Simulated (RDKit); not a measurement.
# CH4BF2O− (SMILES [BH3-]OC(F)F): UFF

Aim: a structure relaxation of CH4BF2O−. Input form: a Python script.

Program for the calculation: RDKit 2026.09.1.

1 further run of the same task is left out (set aside as unsound or not needed).

## Step 1: Starting point

CH4BF2O− has 9 atoms, charge -1, and is taken as a singlet. As SMILES, `[BH3-]OC(F)F`. Geometry: relaxed at GFN2-xTB. This is one conformer, not always the lowest. The run starts from this shape.

Bond lengths: B1–O2 1.577 Å, O2–C3 1.264 Å, C3–F4 1.420 Å, C3–F5 1.408 Å, B1–H6 1.214 Å, B1–H7 1.197 Å, B1–H8 1.208 Å, C3–H9 1.111 Å. Some angles: B1–O2–C3 115.7°, O2–C3–F4 114.6°, O2–C3–F5 112.6°, F4–C3–F5 99.5°, O2–B1–H6 107.7°, O2–B1–H7 105.0°, O2–B1–H8 108.5°, O2–C3–H9 118.9°, F4–C3–H9 104.0°, F5–C3–H9 105.1°.

## Step 2: A structure relaxation at UFF

Input file mol.xyz:

```xyz
9

B     -1.011020    -0.279600    -0.770390
O      0.526640    -0.394540    -0.440420
C      0.912670     0.216040     0.596590
F      1.196080    -0.624150     1.706220
F      2.175630     0.817260     0.431950
H     -1.319740     0.891570    -0.683680
H     -1.120730    -0.692940    -1.888150
H     -1.626060    -0.947350     0.027290
H      0.266520     1.013710     1.020590
```

Input file job.py:

```python
# UFF minimise with RDKit
import json
import numpy as np
from rdkit import Chem
from rdkit.Chem import AllChem
from rdkit.Chem import rdDetermineBonds

molecule = Chem.MolFromXYZFile("mol.xyz")
rdDetermineBonds.DetermineBonds(molecule, charge=-1)
print("perceived SMILES:", Chem.MolToSmiles(Chem.RemoveHs(molecule)))
symbols = [a.GetSymbol() for a in molecule.GetAtoms()]
start = molecule.GetConformer().GetPositions().copy()

ff = AllChem.UFFGetMoleculeForceField(molecule)
e0 = ff.CalcEnergy()
print(f"start   E = {e0:.5f} kcal/mol")
path, flag, n = [], 1, 0
while flag and n < 2000:
    flag = ff.Minimize(maxIts=50, forceTol=0.0001)
    n += 50
    path.append((n, ff.CalcEnergy(), molecule.GetConformer().GetPositions().tolist()))
    print(f"{n:5d}   E = {path[-1][1]:.5f} kcal/mol")
print("converged" if flag == 0 else "iteration limit reached")
final = molecule.GetConformer().GetPositions()
for a, p in zip(symbols, final):
    print(f"{a:<2} {p[0]:11.5f} {p[1]:11.5f} {p[2]:11.5f}")
print(f"energy gained {e0 - path[-1][1]:.4f} kcal/mol")
json.dump(dict(symbols=symbols, start=start.tolist(), start_energy=e0, energy=path[-1][1], final=final.tolist(), path=path, success=flag == 0), open("results.json", "w"))
```

On the command line:

```
$ python job.py
```

Q: Predict the results. Wanted: steric energy.

Computed results:

Level: UFF.

| quantity | value |
| --- | --- |
| steric energy (arbitrary zero) | 0.00876 Eh |

In words: At the final geometry: Bond lengths: B1–O2 1.488 Å, O2–C3 1.411 Å, C3–F4 1.386 Å, C3–F5 1.382 Å, B1–H6 1.194 Å, B1–H7 1.191 Å, B1–H8 1.194 Å, C3–H9 1.115 Å. Some angles: B1–O2–C3 110.4°, O2–C3–F4 110.5°, O2–C3–F5 108.5°, F4–C3–F5 108.3°, O2–B1–H6 110.7°, O2–B1–H7 108.8°, O2–B1–H8 111.0°, O2–C3–H9 112.3°, F4–C3–H9 109.8°, F5–C3–H9 107.3°.
